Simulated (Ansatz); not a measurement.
**Nudged elastic band run: Mg$_{6}$HO$_{6}$**

Input:

```yaml
crystal:
  lattice:
    - [5.324514, 0.0, 0.0]
    - [2.662257, 4.611164, 0.0]
    - [0.0, 0.0, 17.434309]
  atoms:
    - { symbol: Mg, position: [0.0, 0.0, 0.0573582] }
    - { symbol: O, position: [0.3333333, 0.8333333, 0.1196986] }
    - { symbol: Mg, position: [0.0, 0.5, 0.0573582] }
    - { symbol: O, position: [0.3333333, 0.3333333, 0.1196986] }
    - { symbol: Mg, position: [0.5, 0.0, 0.0573582] }
    - { symbol: O, position: [0.8333333, 0.8333333, 0.1196986] }
    - { symbol: Mg, position: [0.5, 0.5, 0.0573582] }
    - { symbol: O, position: [0.8333333, 0.3333333, 0.1196986] }
    - { symbol: Mg, position: [0.66675174, 0.66730696, 0.20012843] }
    - { symbol: O, position: [0.00010086, 0.49971243, 0.26812973] }
    - { symbol: Mg, position: [0.66709905, 0.16573883, 0.20016001] }
    - { symbol: O, position: [-0.00070287, 0.00012627, 0.26914707] }
    - { symbol: Mg, position: [0.16587977, 0.66732102, 0.20012781] }
    - { symbol: O, position: [0.50021817, 0.49941611, 0.26734091] }
    - { symbol: Mg, position: [0.16699844, 0.16595648, 0.20032638] }
    - { symbol: O, position: [0.50054722, 1.00009114, 0.26914322] }
    - { symbol: Mg, position: [0.33141744, 0.33713897, 0.34598152] }
    - { symbol: O, position: [0.66578798, 0.16824944, 0.41118609] }
    - { symbol: Mg, position: [0.33622023, 0.82778836, 0.34704285] }
    - { symbol: O, position: [0.66699493, 0.6595639, 0.4166975] }
    - { symbol: Mg, position: [0.83116427, 0.33715766, 0.34595312] }
    - { symbol: O, position: [0.16702937, 0.16554539, 0.40969661] }
    - { symbol: Mg, position: [0.83547858, 0.8293018, 0.35043319] }
    - { symbol: O, position: [0.17360943, 0.65955032, 0.41671791] }
    - { symbol: H, position: [0.1715309, 0.15455051, 0.46469323] }
    - { symbol: H, position: [0.6333652, 0.23095291, 0.46377766] }
basis:
  ecutwfc: 420.0
kpoints:
  mp_grid: { grid: [2, 2, 1] }
hamiltonian:
  xc: pbe
  pseudopotentials: { kind: paw, azcp: { folder: soft_1 } }
scf:
  occupations: { method: gaussian, width: 0.05 }
  lower_state_search: "off"
neb:
  images: 5
  f_tol: 0.05
  initial_path: idpp
  max_iterations: 70
  constraints: [{ sites: [0, 1, 2, 3, 4, 5, 6, 7] }]
  final_atoms:
    - { symbol: Mg, position: [0.0, 0.0, 0.05735817] }
    - { symbol: O, position: [0.3333333, 0.83333341, 0.11969857] }
    - { symbol: Mg, position: [-2.0e-08, 0.50000005, 0.05735817] }
    - { symbol: O, position: [0.33333332, 0.33333337, 0.11969857] }
    - { symbol: Mg, position: [0.50000001, 0.0, 0.05735817] }
    - { symbol: O, position: [0.83333331, 0.83333341, 0.11969857] }
    - { symbol: Mg, position: [0.49999998, 0.50000005, 0.05735817] }
    - { symbol: O, position: [0.83333333, 0.33333337, 0.11969857] }
    - { symbol: Mg, position: [0.66711291, 0.667113, 0.20016853] }
    - { symbol: O, position: [-0.00063525, 0.50039241, 0.26916864] }
    - { symbol: Mg, position: [0.66663363, 0.16589665, 0.20010671] }
    - { symbol: O, position: [6.491e-05, 6.491e-05, 0.2679991] }
    - { symbol: Mg, position: [0.1658966, 0.66663369, 0.20010671] }
    - { symbol: O, position: [0.50014816, 0.50014823, 0.26732537] }
    - { symbol: Mg, position: [0.16701154, 0.16701157, 0.2003125] }
    - { symbol: O, position: [0.50039234, 0.99936481, 0.26916864] }
    - { symbol: Mg, position: [0.3359857, 0.33598574, 0.34743808] }
    - { symbol: O, position: [0.66717232, 0.17333294, 0.41670012] }
    - { symbol: Mg, position: [0.33147537, 0.83119396, 0.34583117] }
    - { symbol: O, position: [0.66589304, 0.66589312, 0.41097619] }
    - { symbol: Mg, position: [0.83119388, 0.33147543, 0.34583117] }
    - { symbol: O, position: [0.1668025, 0.16680252, 0.4097108] }
    - { symbol: Mg, position: [0.83544827, 0.83544837, 0.35028588] }
    - { symbol: O, position: [0.1733329, 0.66717238, 0.41670012] }
    - { symbol: H, position: [0.16779318, 0.1677932, 0.46478646] }
    - { symbol: H, position: [0.63543654, 0.63543662, 0.46374108] }
  order_check: true
```

Launched with:

```bash
$ ansatz run input.yaml --threads 2 --pin off --max-ram 5120MiB --backend cpu --events-out ev --progress --plain --runs-dir out
```

Output, in part (warnings, iteration lines):

```
NEB end point (image 0): max|allowed force component| = 2.426e-2 eV/Å (the criterion of neb.relax_end_points is 1.000e-2)
NEB end point (image 6): max|allowed force component| = 1.256e-2 eV/Å (the criterion of neb.relax_end_points is 1.000e-2)
NEB iter   1: max|band force component| = 5.309e0 eV/Å  barrier→ = 3.0210 eV  barrier← = 3.0213 eV  Δτ_max = 0.2000 Å  (167 SCF iters)
NEB iter   2: max|band force component| = 3.592e0 eV/Å  barrier→ = 1.7259 eV  barrier← = 1.7262 eV  Δτ_max = 0.2000 Å  (57 SCF iters)
NEB iter   3: max|band force component| = 6.070e0 eV/Å  barrier→ = 0.7955 eV  barrier← = 0.7958 eV  Δτ_max = 0.1017 Å  (82 SCF iters)
NEB iter   4: max|band force component| = 1.773e0 eV/Å  barrier→ = 0.6275 eV  barrier← = 0.6277 eV  Δτ_max = 0.2000 Å  (58 SCF iters)
NEB iter   5: max|band force component| = 6.004e-1 eV/Å  barrier→ = 0.4542 eV  barrier← = 0.4544 eV  Δτ_max = 0.0678 Å  (52 SCF iters)
NEB iter   6: max|band force component| = 2.237e-1 eV/Å  barrier→ = 0.4363 eV  barrier← = 0.4366 eV  CI = image 3  Δτ_max = 0.0340 Å  (47 SCF iters)
NEB iter   7: max|band force component| = 1.404e-1 eV/Å  barrier→ = 0.4283 eV  barrier← = 0.4285 eV  CI = image 3  Δτ_max = 0.0309 Å  (43 SCF iters)
NEB iter   8: max|band force component| = 1.395e-1 eV/Å  barrier→ = 0.4248 eV  barrier← = 0.4251 eV  CI = image 3  Δτ_max = 0.0168 Å  (44 SCF iters)
NEB iter   9: max|band force component| = 5.896e-2 eV/Å  barrier→ = 0.4236 eV  barrier← = 0.4238 eV  CI = image 3  Δτ_max = 0.0139 Å  (43 SCF iters)
NEB iter  10: max|band force component| = 3.315e-2 eV/Å  barrier→ = 0.4232 eV  barrier← = 0.4235 eV  CI = image 3  CI's point: of a kind that is not told: the force calls were inconclusive, a negative curvature could not be distinguished from the path's own, the only one lies far off the path, or fixed occupations may fill a level only in part  Δτ_max = 0.0000 Å  (558 SCF iters)
```

The forces met the threshold. By the program's own check the climbing image is of a kind that is not told: the force calls were inconclusive, a negative curvature could not be distinguished from the path's own, the only one lies far off the path, or fixed occupations may fill a level only in part (lowest curvatures found: -9.19 and 0.57 eV/Å²). Limits of this set-up: coarse k mesh, thin slab, slab without dipole correction, no dispersion correction for a molecule that may bind weakly.

Final band (atoms are numbered from 1 in the order of the input):

```
image  path coordinate (Å)  energy (eV)  O18–H26 (Å)  O20–H26 (Å)
    0                 0.00         0.00         0.96         2.51
    1                 0.42         0.02         0.97         2.12
    2                 0.84         0.13         1.00         1.70
    3                 1.27         0.42         1.23         1.22
    4                 1.69         0.13         1.71         1.00
    5                 2.11         0.02         2.12         0.97
    6                 2.53         0.00         2.52         0.96
```

Time of the run: 13 min on 2 threads of Arm Neoverse V1, on a shared host, peak memory 1.5 GiB.
